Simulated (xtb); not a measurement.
# GeAsH4F (SMILES [F][GeH2][AsH2]) at GFN2-xTB

What is the electronic atomisation energy of GeAsH4F at GFN2-xTB? 

Program for the calculation: xtb 6.7.1.

10 further runs of the same task are left out: 10 set aside as unsound or not needed.

## Step 1: The system as given

GeAsH4F has 7 atoms, charge 0, and is taken as a singlet. SMILES: `[F][GeH2][AsH2]`. The shape comes from GFN2-xTB, which is rough for such elements, and wasn't checked as a minimum. This is one conformer, not always the lowest.

Bond lengths: F1–Ge2 1.772 Å, Ge2–As3 2.386 Å, Ge2–H4 1.524 Å, Ge2–H5 1.526 Å, As3–H6 1.503 Å, As3–H7 1.505 Å. Angles: F1–Ge2–As3 106.4°, F1–Ge2–H4 99.1°, F1–Ge2–H5 98.8°, As3–Ge2–H4 119.2°, As3–Ge2–H5 122.2°, Ge2–As3–H6 90.1°, Ge2–As3–H7 90.2°, H4–Ge2–H5 106.4°, H6–As3–H7 89.4°.

## Step 2: Energy and gradient at GFN2-xTB

File struc.xyz:

```xyz
7

F     -2.15559000     0.07630000     0.15582000
Ge    -0.53889000    -0.17066000    -0.52720000
As     0.94900000    -0.39262000     1.32430000
H     -0.82963000    -1.38715000    -1.39877000
H     -0.49708000     1.03175000    -1.46555000
H      0.94297000     1.09852000     1.51077000
H      2.12923000    -0.25614000     0.40063000
```

Started as:

```sh
$ xtb --json -c 0 --grad -- struc.xyz > xtb.out
```

Standard output:

```text
* xtb version 6.7.1
[...]
          :  # basis functions                  28          :
[...]
          :  # electrons                        20          :
[...]
          :  Hamiltonian                  GFN2-xTB          :
[...]
          :  net charge                          0          :
          :  unpaired electrons                  0          :
[...]
   *** convergence criteria satisfied after 12 iterations ***
[...]
         ::                     SUMMARY                     ::
         :::::::::::::::::::::::::::::::::::::::::::::::::::::
         :: total energy             -11.118654104860 Eh    ::
         :: gradient norm              0.000773162669 Eh/a0 ::
         :: HOMO-LUMO gap              5.466152873403 eV    ::
         ::.................................................::
         :: SCC energy               -11.144574356022 Eh    ::
         :: -> isotropic ES            0.007821187347 Eh    ::
         :: -> anisotropic ES         -0.000111382362 Eh    ::
         :: -> anisotropic XC          0.000324623444 Eh    ::
         :: -> dispersion             -0.003659601934 Eh    ::
         :: repulsion energy           0.025920251162 Eh    ::
         :: add. restraining           0.000000000000 Eh    ::
         :: total charge              -0.000000000000 e     ::
         :::::::::::::::::::::::::::::::::::::::::::::::::::::
[...]
        10        2.0000           -0.4069442             -11.0735 (HOMO)
        11                         -0.2060668              -5.6074 (LUMO)
[...]
     #   Z          covCN         q      C6AA      α(0)
     1   9 F        0.714    -0.306    12.404     4.159
     2  32 Ge       3.517     0.232   168.933    23.434
     3  33 As       2.883     0.144   210.128    26.566
     4   1 H        0.932    -0.029     3.613     2.972
     5   1 H        0.931    -0.016     3.348     2.861
     6   1 H        0.971    -0.005     3.140     2.769
     7   1 H        0.971    -0.020     3.424     2.892
[...]
     #   Z sym  total        # sym  WBO       # sym  WBO       # sym  WBO
 ---------------------------------------------------------------------------
     1   9 F    1.179 --     2 Ge   1.078
     2  32 Ge   3.589 --     1 F    1.078     3 As   0.856     4 H    0.796
                             5 H    0.787
     3  33 As   3.051 --     7 H    0.961     6 H    0.954     2 Ge   0.856
                             5 H    0.124     4 H    0.114
     4   1 H    0.999 --     2 Ge   0.796     3 As   0.114
     5   1 H    1.000 --     2 Ge   0.787     3 As   0.124
     6   1 H    1.000 --     3 As   0.954
     7   1 H    1.000 --     3 As   0.961
 ---------------------------------------------------------------------------
[...]
molecular dipole:
                 x           y           z       tot (Debye)
 q only:        1.240      -0.182       0.130
   full:        1.290      -0.028      -0.132       3.296
molecular quadrupole (traceless):
[...]
          | TOTAL ENERGY              -11.118654104860 Eh   |
          | GRADIENT NORM               0.000773162669 Eh/α |
          | HOMO-LUMO GAP               5.466152873403 eV   |
           -------------------------------------------------
[...]
```

Standard error:

```text
normal termination of xtb
```

Run time: 0.042 s. Hardware: 1 thread of Intel Xeon Platinum 8488C (Sapphire Rapids), shared host.

## Step 3: The As atom: a single-point energy at GFN2-xTB

File in.coord:

```
$coord angs
     0.0000000     0.0000000     0.0000000  As
$end
```

Started as:

```sh
$ xtb in.coord --chrg 0 --uhf 3 --scc --gfn 2 --parallel 1 > out.txt 2> xtb.err
```

Standard output, cut to the lines that bear on the results:

```text
* xtb version 6.7.1
[...]
          :  # basis functions                  10          :
[...]
          :  # electrons                         5          :
[...]
          :  Hamiltonian                  GFN2-xTB          :
[...]
          :  net charge                          0          :
          :  unpaired electrons                  3          :
[...]
   *** convergence criteria satisfied after 42 iterations ***
[...]
         ::                     SUMMARY                     ::
         :::::::::::::::::::::::::::::::::::::::::::::::::::::
         :: total energy              -2.235797655243 Eh    ::
         :: gradient norm              0.000000000000 Eh/a0 ::
         :: HOMO-LUMO gap              9.410451337212 eV    ::
         ::.................................................::
         :: SCC energy                -2.235797655243 Eh    ::
         :: -> isotropic ES           -0.002304252083 Eh    ::
         :: -> anisotropic ES          0.000000000000 Eh    ::
         :: -> anisotropic XC          0.000000000000 Eh    ::
         :: -> dispersion              0.000000000000 Eh    ::
         :: repulsion energy           0.000000000000 Eh    ::
         :: add. restraining           0.000000000000 Eh    ::
         :: total charge               0.000000000000 e     ::
         :::::::::::::::::::::::::::::::::::::::::::::::::::::
[...]
         4        1.0000           -0.2973351              -8.0909 (HOMO)
         5                          0.0484926               1.3196 (LUMO)
[...]
molecular dipole:
                 x           y           z       tot (Debye)
 q only:        0.000       0.000       0.000
   full:        0.000       0.000       0.000       0.000
molecular quadrupole (traceless):
[...]
          | TOTAL ENERGY               -2.235797655243 Eh   |
          | GRADIENT NORM               0.000000000000 Eh/α |
          | HOMO-LUMO GAP               9.410451337212 eV   |
           -------------------------------------------------
[...]
```

Standard error:

```text
normal termination of xtb
```

Wall time 0.034 s (1 thread of Intel Xeon Platinum 8488C (Sapphire Rapids), shared host).

## Step 4: The F atom: a single-point energy at GFN2-xTB

File mol.coord:

```
$coord
      0.000000000000      0.000000000000      0.000000000000  f
$end
```

Run the same way, it converges to -4.61934 Eh (log not shown).

## Step 5: The Ge atom: a single-point energy at GFN2-xTB

File mol.xyz:

```xyz
1
Ge
Ge     0.00000     0.00000     0.00000
```

Run the same way, it converges to -1.80809 Eh (log not shown).

## Step 6: The H atom: a single-point energy at GFN2-xTB

File input.inp:

```
$chrg 0
$spin 1
$end
```

File geom.xyz:

```xyz
1

H      0.00000000     0.00000000     0.00000000
```

Run the same way, it converges to -0.39348 Eh (log not shown).

## Step 7: Results

At GFN2-xTB:

| quantity | value |
| --- | --- |
| molecule: total energy | -11.11865 Eh |
| molecule: dipole moment | 3.30 D |
| molecule: HOMO energy | -11.07 eV |
| molecule: LUMO energy | -5.61 eV |
| molecule: HOMO–LUMO gap | 5.47 eV |
| molecule: dispersion energy | -9.61 kJ/mol |
| molecule: largest force on an atom | 0.029 eV/Å |
| molecule: mean polarisability (D4 model) | 65.7 bohr³ |
| As atom: total energy | -2.23580 Eh |
| As atom: dipole moment | 0.00 D |
| As atom: HOMO energy (partly filled) | -8.09 eV |
| As atom: LUMO energy | 1.32 eV |
| As atom: mean polarisability (D4 model) | 31.0 bohr³ |
| F atom: total energy | -4.61934 Eh |
| F atom: dipole moment | 0.00 D |
| F atom: HOMO energy (partly filled) | -15.75 eV |
| F atom: mean polarisability (D4 model) | 3.6 bohr³ |
| Ge atom: total energy | -1.80809 Eh |
| Ge atom: dipole moment | 0.00 D |
| Ge atom: HOMO energy (partly filled) | -6.11 eV |
| Ge atom: LUMO energy | -6.11 eV |
| Ge atom: mean polarisability (D4 model) | 41.6 bohr³ |
| H atom: total energy | -0.39348 Eh |
| H atom: dipole moment | 0.00 D |
| H atom: HOMO energy (partly filled) | -10.71 eV |
| H atom: mean polarisability (D4 model) | 5.0 bohr³ |
| electronic atomisation energy | 23.987 eV |

What this shows: The method runs without spin polarisation, so open shells lack the exchange term that lowers high spin: such energies come out too high. Taking the molecule apart into free atoms costs 23.99 eV (553 kcal/mol), before zero-point energy and without spin-orbit coupling. Tight-binding and semi-empirical models aren't fitted to free atoms, so this value can be far from the true one.
